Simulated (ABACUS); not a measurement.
## HfIn4SiO6 in ABACUS: the effect of functional

HfIn4SiO6:

```
CELL_PARAMETERS angstrom
5.24201 0.00000 0.00000
-2.62101 4.53972 0.00000
0.00000 0.00000 10.48818
ATOMIC_POSITIONS crystal
Hf 0.66667 0.33333 0.00000
In 0.00000 0.00000 0.30446
In 0.00000 0.00000 0.69554
In 0.33333 0.66667 0.78919
In 0.33333 0.66667 0.21081
Si 0.00000 0.00000 0.00000
O 0.97300 0.70496 0.89972
O 0.29504 0.02700 0.10028
O 0.29504 0.26804 0.89972
O 0.73196 0.70496 0.10028
O 0.73196 0.02700 0.89972
O 0.97300 0.26804 0.10028
```

The cell was built by a generator and needn't be a form met in nature.

The cell isn't the ideal one: volume scaled by 0.98.

Alike in all runs:

```yaml
Program: ABACUS 3.10.1
Task: equation of state
Potentials_or_basis: SG15 ONCV 1.2 PBE
Cutoff: 1361 eV
Density_cutoff: 5442 eV
Basis: DZP LCAO (the cutoffs set its grid)
k_mesh: 4 × 4 × 2
Occupations: fermi-dirac, width 0.05 eV
Spin: no spin polarisation
```

| functional | gap on the mesh (eV) | pressure (GPa) | largest force (eV/Å) |
| --- | --- | --- | --- |
| LDA | 0.27 | -1.5 | 0.59 |
| PBEsol | 0.25 | 0.9 | 0.42 |
| WC | 0.27 | 0.9 | 0.39 |
| SOGGA | ? | ? | ? |
| SCAN | 0.47 | -0.7 | 0.46 |

Task: What does the run with functional SOGGA give?

Result: gap on the mesh 0.21 eV; pressure 0.5 GPa; largest force 0.43 eV/Å.

Caveats: the atomic orbitals were generated for these runs and aren't a published set; the potentials were made for another functional, which shifts forces and pressure; spin-orbit coupling is left out, which moves the levels of the heavy elements; the basis of atomic orbitals isn't converged, which shifts pressures, moduli and gaps.

A k mesh can miss the band edges.

Runs at the PBE level aren't shown here.
